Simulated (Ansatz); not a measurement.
What does this script print? It uses Ansatz 0.2.0, Python API.

Script `run_field.py`:
```python
"""Dipole of C2H5BTe in the field of point charges."""

import warnings

import ansatz
from ase import Atoms
import numpy as np

config = {
    "basis_set": "def2-SVP",
    "xc": "hf",
}


def main() -> None:
    warnings.simplefilter("ignore", ansatz.DeckWarning)

    atoms = Atoms(["B", "C", "Te", "C", "H", "H", "H", "H", "H"], positions=[
        (-0.6093, 0.3649, -0.4921),
        (0.9173, 0.617, -0.2902),
        (1.3774, -0.9118, 1.074),
        (-0.5545, -0.8184, 0.5157),
        (-1.4903, 0.9366, -1.1639),
        (1.4662, 0.4983, -1.2473),
        (1.1529, 1.6235, 0.1466),
        (-0.8981, -1.7476, 0.0013),
        (-1.273, -0.6088, 1.4388),
    ])
    system = ansatz.Crystal.molecule_from_ase(atoms)

    model = system.calculation()
    model = model.basis(gaussian=config["basis_set"])
    model = model.functional(config["xc"]).accuracy("high")
    model = model.forces()
    # charges +q and -q at -R and +R make a nearly even field 2 k q / R^2 at the centre
    centre = np.mean([site.position_ang for site in system.cartesian_sites], axis=0)
    field = 2 * 14.399645 * 4.0 / 40.0 ** 2


    def dipole(axis, sign):
        arm = 40.0 * np.eye(3)[axis]
        pair = [{"charge": sign * 4.0, "position_ang": (centre - arm).tolist()}, {"charge": -sign * 4.0, "position_ang": (centre + arm).tolist()}]
        deck = model.input().set(ansatz.key.basis.gaussian.point_charges, pair)
        return np.array(ansatz.Session.from_dict(deck).plan().execute().report["charge_distribution"]["dipole_moment_e_ang"])


    print(f"field {field:.4f} V/A")
    alpha = np.array([(dipole(axis, 1) - dipole(axis, -1)) / (2 * field) * 14.399645 for axis in range(3)])
    print("polarisability tensor (A^3)")
    print(np.array2string(alpha, precision=3, suppress_small=True))
    print(f"mean {np.trace(alpha) / 3:.3f} A^3 = {np.trace(alpha) / 3 / 0.14818471:.2f} bohr^3")


if __name__ == "__main__":
    main()
```

```console
$ python run_field.py
field 0.0720 V/A
polarisability tensor (A^3)
[[ 9.798 -0.675  1.177]
 [-0.67   8.592 -1.655]
 [ 1.174 -1.659  8.536]]
mean 8.975 A^3 = 60.57 bohr^3
```

What to keep in mind:
- These settings explore the input space; basis and method may be short of convergence.
- The geometry is a force-field or estimated start, not a minimum of this method, and the basis set is short of its limit. The field of two point charges is only nearly even.
- def2 sets replace the cores of elements past krypton by effective core potentials.
- Without diffuse functions polarisabilities are unreliable, as a rule too low, and they change with the bond lengths of this unrelaxed start.
- Hardware and time: 34 s on 1 thread of Intel(R) Xeon(R) Platinum 8488C (Sapphire Rapids) (shared host), peak memory 0.4 GiB.

(Lines on the test bed's own set-up are left out of the output.)
